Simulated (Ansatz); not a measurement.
# CH9AlSi2: one species, many methods

How much do the methods differ for CH9AlSi2? The plan is to run it at one geometry with functionals of several rungs and with coupled cluster, and see how far each lands from CCSD(T) at the basis-set limit for the atomisation energy.

Program: Ansatz 0.2.0, Gaussian basis. Level of theory: functionals in def2-TZVPP, the program's frozen cores in correlated methods. These are calculated values, not measurements.

Levels to be run: PBE-D4, r2SCAN-D4, PBE0-D4, B3LYP-D4, ωB97X-V, ωB97M-V, B2PLYP; CCSD(T)/def2-TZVPP; MP2/def2-QZVPP; extrapolation to the limit.

### 1 Structure used throughout

An earlier PBE0-D4 in a triple-zeta def2 set relaxation fixed the geometry.

13 atoms, charge 0, spin multiplicity 1.

Atoms are counted from 1 here; the program's logs count them from 0.

Bond lengths: Si1–C2 1.863 Å, Si1–H5 1.490 Å, Si1–H6 1.489 Å, Si1–H7 1.489 Å, C2–Al3 1.958 Å, C2–H8 1.098 Å, C2–H9 1.098 Å, Al3–Si4 2.459 Å, Al3–H10 1.591 Å, Si4–H11 1.490 Å, Si4–H12 1.493 Å, Si4–H13 1.493 Å. Angles: C2–Si1–H5 113.0°, C2–Si1–H6 110.0°, C2–Si1–H7 110.1°, H5–Si1–H6 107.8°, H5–Si1–H7 107.8°, H6–Si1–H7 107.9°, Si1–C2–Al3 114.8°, Si1–C2–H8 109.9°, Si1–C2–H9 110.0°, Al3–C2–H8 108.0°, Al3–C2–H9 108.2°, H8–C2–H9 105.5°, C2–Al3–Si4 118.8°, C2–Al3–H10 119.8°, Si4–Al3–H10 121.4°, Al3–Si4–H11 114.0°, Al3–Si4–H12 110.6°, Al3–Si4–H13 110.6° and more.

### 2 PBE-D4 (GGA)

Input file in.yaml:

```yaml
crystal:
  periodic: [false, false, false]
  atoms:
    - {symbol: Si, position_ang: [-0.448107, 2.473682, -0.540720]}
    - {symbol: C, position_ang: [-0.761335, 0.652848, -0.303263]}
    - {symbol: Al, position_ang: [0.794135, -0.377585, 0.289334]}
    - {symbol: Si, position_ang: [0.554988, -2.803730, 0.611233]}
    - {symbol: H, position_ang: [-1.656121, 3.218908, -0.995031]}
    - {symbol: H, position_ang: [0.009403, 3.084053, 0.738287]}
    - {symbol: H, position_ang: [0.622181, 2.680230, -1.555542]}
    - {symbol: H, position_ang: [-1.565881, 0.504932, 0.428773]}
    - {symbol: H, position_ang: [-1.129117, 0.210324, -1.237877]}
    - {symbol: H, position_ang: [2.177839, 0.362296, 0.553081]}
    - {symbol: H, position_ang: [1.800525, -3.480597, 1.070113]}
    - {symbol: H, position_ang: [0.130999, -3.462582, -0.659943]}
    - {symbol: H, position_ang: [-0.509409, -3.097476, 1.616454]}
basis:
  gaussian: {orbitals: def2-TZVPP}
hamiltonian: {xc: pbe, dispersion: d4}
output: {forces: true, orbitals: {seedname: orbitals}}
```

Command:

```bash
ansatz run in.yaml --threads 4 --pin off --events-out ev --progress --plain --max-ram 10444MiB
```

Further steps of the session: r2SCAN-D4 (meta-GGA); PBE0-D4 (hybrid); B3LYP-D4 (hybrid); ωB97X-V (range-separated); ωB97M-V (range-separated); B2PLYP (double hybrid); CCSD(T) in def2-TZVPP; MP2 in def2-QZVPP.

Q: Predict the results of all the runs planned. Wanted: atomisation energy, CCSD(T)/CBS; farthest; mean size of error, hybrid; mean size of error, range-separated; gap, smallest and largest; T1 diagnostic; triples share of the correlation energy.

The runs gave:

```
                               quantity                                value
        atomisation energy, CCSD(T)/CBS                        3953.1 kJ/mol
 functionals within 19.8 kJ/mol (0.5 %)         r2SCAN-D4, B3LYP-D4, ωB97M-V
                               farthest                B2PLYP (-65.3 kJ/mol)
             mean size of error, hybrid                          30.2 kJ/mol
    mean size of error, range-separated                          14.3 kJ/mol
              gap, smallest and largest  3.67 eV (PBE-D4), 9.62 eV (ωB97X-V)
                          T1 diagnostic                               0.0119
triples share of the correlation energy                                3.4 %
```

PBE-D4 is off by -47.5 kJ/mol. Double hybrids carry the basis error of their MP2 part in triple zeta, and no dispersion term here, so their miss is partly the set-up's. The reference freezes the cores and leaves out relativity and excitations past (T), so misses under about 19.8 kJ/mol can't be ranked. Hartree-Fock recovers 77 % of the binding; the rest is correlation. The gap grows from 3.7 to 9.6 eV across the functionals, mostly with the share of exact exchange.
